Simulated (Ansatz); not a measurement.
# CH₃ClFISi: basis-set convergence

The task here is to estimate one member of a computed series from the others.

Method: one geometry, several basis sets; program: Ansatz 0.2.0, Gaussian basis.

Plan: PBE0-D4/def2-SVP; ωB97M-V/def2-SVP; PBE0-D4/def2-QZVPP; ωB97M-V/def2-QZVPP; the functionals' def2-TZVPP values are taken from earlier runs.

1 further run of the same task is left out (for a known fault of the program).

## Structure used throughout

An earlier PBE0-D4 in a triple-zeta def2 set relaxation fixed the geometry. I takes the def2 core potential; no spin-orbit term is included.

SMILES `C[Si](F)(Cl)I`, 8 atoms, charge 0, spin multiplicity 1.

Atoms are counted from 1 here; the program's logs count them from 0.

Bond lengths: C1–Si2 1.840 Å, C1–H6 1.093 Å, C1–H7 1.092 Å, C1–H8 1.091 Å, Si2–F3 1.588 Å, Si2–Cl4 2.037 Å, Si2–I5 2.424 Å. Angles: Si2–C1–H6 109.7°, Si2–C1–H7 110.1°, Si2–C1–H8 110.3°, H6–C1–H7 109.1°, H6–C1–H8 108.9°, H7–C1–H8 108.8°, C1–Si2–F3 109.8°, C1–Si2–Cl4 111.0°, C1–Si2–I5 111.9°, F3–Si2–Cl4 107.0°, F3–Si2–I5 107.4°, Cl4–Si2–I5 109.5°.

Set-up of the first run:

Contents of in.yaml:

```yaml
crystal:
  periodic: [false, false, false]
  atoms:
    - {symbol: C, position_ang: [-0.764663, -0.337300, 0.625597]}
    - {symbol: Si, position_ang: [0.646022, 0.129852, -0.459878]}
    - {symbol: F, position_ang: [1.966710, -0.606984, 0.026090]}
    - {symbol: Cl, position_ang: [0.312811, -0.454316, -2.382934]}
    - {symbol: I, position_ang: [1.083170, 2.513677, -0.401979]}
    - {symbol: H, position_ang: [-0.915591, -1.418836, 0.587940]}
    - {symbol: H, position_ang: [-0.558167, -0.041535, 1.656120]}
    - {symbol: H, position_ang: [-1.678090, 0.158444, 0.293242]}
basis:
  gaussian: {orbitals: def2-SVP}
hamiltonian: {xc: pbe0, dispersion: d4}
output: {orbitals: {seedname: orbitals}}
```

The run is started by

```bash
$ ansatz run in.yaml --threads 4 --pin off --events-out ev --progress --plain --max-ram 10444MiB
```

Among the steps run: PBE0-D4 in def2-SVP; ωB97M-V in def2-SVP; PBE0-D4 in def2-QZVPP; ωB97M-V in def2-QZVPP.

One of the session's tables, all rows but one given; the rest of the session is left out.

It belongs to the step «Density functionals: the series». 

```
functional       basis  HOMO (eV)
   PBE0-D4    def2-SVP          ?
   PBE0-D4  def2-TZVPP      -7.98
   PBE0-D4  def2-QZVPP      -8.00
   ωB97M-V    def2-SVP     -10.02
   ωB97M-V  def2-TZVPP     -10.11
   ωB97M-V  def2-QZVPP     -10.14
```

Q: Estimate the row for PBE0-D4, def2-SVP from the others.

As computed: HOMO (eV): -7.92. In the column «HOMO (eV)» it is the highest.
